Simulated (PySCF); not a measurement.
# C4H12Si (TMS): the cost of one run

The runs use PySCF 2.14.0, with density-fitted response routines of our own; the level of theory stands in each step. All values are computed, except where a source is named. Atoms count from 0, in the outputs and in this text.

### Step 1. The starting structure

17 atoms, charge 0, multiplicity 1; geometry from: GFN2-xTB.

Bonds of the start (Å): C0–Si1 1.91, Si1–C2 1.91, Si1–C3 1.91, Si1–C4 1.91, C0–H5 1.09, C0–H6 1.09, C0–H7 1.09, C2–H8 1.09, C2–H9 1.09, C2–H10 1.09, C3–H11 1.09, C3–H12 1.09, C3–H13 1.09, C4–H14 1.09, C4–H15 1.09, C4–H16 1.09.

### Step 2. Nuclear shieldings: BLYP/6-311G**

What the job is given:

```
{"job": {"kind": "nmr", "xc": "BLYP", "basis": "6-311G**", "pop": false}, "charge": 0, "multiplicity": 1}
C     -0.406572    -1.213421    -1.419378
Si    -0.001168    -0.000673    -0.001754
C      0.008130     1.785545    -0.675355
C     -1.319794    -0.154927     1.370252
C      1.716091    -0.415535     0.721562
H     -1.379676    -1.003559    -1.853159
H     -0.418731    -2.241638    -1.070248
H      0.327027    -1.147965    -2.217335
H      0.242457     2.501867     0.106393
H     -0.958122     2.057909    -1.089187
H      0.746490     1.907664    -1.462097
H     -2.312057     0.075313     0.994143
H     -1.350945    -1.160472     1.779082
H     -1.116988     0.525824     2.191677
H      1.746276    -1.426357     1.117085
H      2.493128    -0.336762    -0.032799
H      1.977455     0.259220     1.531210
```

Method: GIAO BLYP/6-311G** NMR shielding, non-relativistic, gas phase.

Launch:

```sh
$ OMP_NUM_THREADS=1 python probes_run.py task.json out
```

The driver reads the jobs from task.json and runs them one after another.

Q: Estimate the wall time and peak memory of this first job on 1 thread of Intel Xeon at 2.30GHz, shared host.

About 21 s, with a peak of 0.82 GiB.
